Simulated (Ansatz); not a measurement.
# Mo: further runs on the relaxed cell

The task here is to estimate one member of a computed series from the others.

Computed with Ansatz 0.2.0 (DFT r2SCAN, scalar-relativistic, plane waves, PAW, unless a step's input says otherwise).

1 further run of the same task is left out (set aside as unsound or not needed).

**The structure to begin with**

Symmetry: Im-3m, No. 229, cubic system. The conventional cell has a = 3.150 Å, b = 3.150 Å, c = 3.150 Å, α = 90.00°, β = 90.00°, γ = 90.00°. Mo (site symmetry m-3m) is surrounded by 8 Mo at 2.73 Å.

Structure file:

```cif
data_structure
_symmetry_space_group_name_H-M 'P 1'
_symmetry_Int_Tables_number 1
_cell_length_a 2.7284
_cell_length_b 2.7284
_cell_length_c 2.7284
_cell_angle_alpha 109.471
_cell_angle_beta 109.471
_cell_angle_gamma 109.471
_cell_volume 15.63
loop_
_atom_site_label
_atom_site_type_symbol
_atom_site_fract_x
_atom_site_fract_y
_atom_site_fract_z
_atom_site_occupancy
Mo1 Mo 0.00000 0.00000 0.00000 1
```

It is the result of an earlier relaxation at this level (volume 15.63 Å³/atom; gap on the mesh: none (metal)).

Set-up of the first run:

input.yaml reads:

```yaml
crystal:
  lattice:
    - [-1.5752359808, 1.5752359808, 1.5752359808]
    - [1.5752359808, -1.5752359808, 1.5752359808]
    - [1.5752359808, 1.5752359808, -1.5752359808]
  atoms:
    - { symbol: Mo, position: [0.0, 0.0, 0.0] }
basis:
  ecutwfc: 500
kpoints:
  mp_grid: { grid: [18, 18, 18] }
  band_path:
    path:
      - [[0.0, 0.0, 0.0], [0.5, -0.5, 0.5], [0.0, 0.0, 0.5], [0.0, 0.0, 0.0], [0.25, 0.25, 0.25], [0.5, -0.5, 0.5]]
      - [[0.25, 0.25, 0.25], [0.0, 0.0, 0.5]]
    npoints: 14
hamiltonian:
  xc: r2scan
scf:
  occupations: { method: gaussian, width: 0.1 }
  n_extra_bands: 6
output:
  forces: true
  stress: true
  eigenvalues: true
  populations: true
  dos: { projected: true, de: 0.02, nscf_kmesh: { grid: [27, 27, 27] } }
  bader: true
```

Run with:

```bash
$ ansatz run input.yaml --threads 1 --pin off --max-ram 2560MiB --backend cpu --events-out ev --progress --plain --runs-dir out
```

Among the steps run: Electronic structure at the relaxed geometry; Point at V/V0 = 0.97; Point at V/V0 = 1.03; Volume × 0.94; Point at V/V0 = 1.06.

One of the session's tables, all rows but one given; the rest of the session is left out.

It belongs to the step «Energy against volume». 

| volume (Å³/atom) | energy above the lowest point (meV/atom) | pressure (GPa) |
| --- | --- | --- |
| 14.697 | 52.3 | 19.06 |
| 15.166 | ? | ? |
| 15.635 | 0.0 | -0.01 |
| 16.104 | 11.3 | -7.53 |
| 16.573 | 43.0 | -14.00 |

**Question.** Estimate the row for volume (Å³/atom) = 15.166.

Worked estimate for «energy above the lowest point (meV/atom)». A straight line through the neighbours (14.697, 52.3) and (15.635, 0.0) gives 52.3 + (0.0 − 52.3) × (15.166 − 14.697) / (15.635 − 14.697) = 26.1; a parabola fitted to 3 rows on both sides gives 13.7.

The run gave: energy above the lowest point (meV/atom): 12.3; pressure (GPa): 8.76. In «energy above the lowest point (meV/atom)» the line misses by +13.8 and the parabola by +1.4.
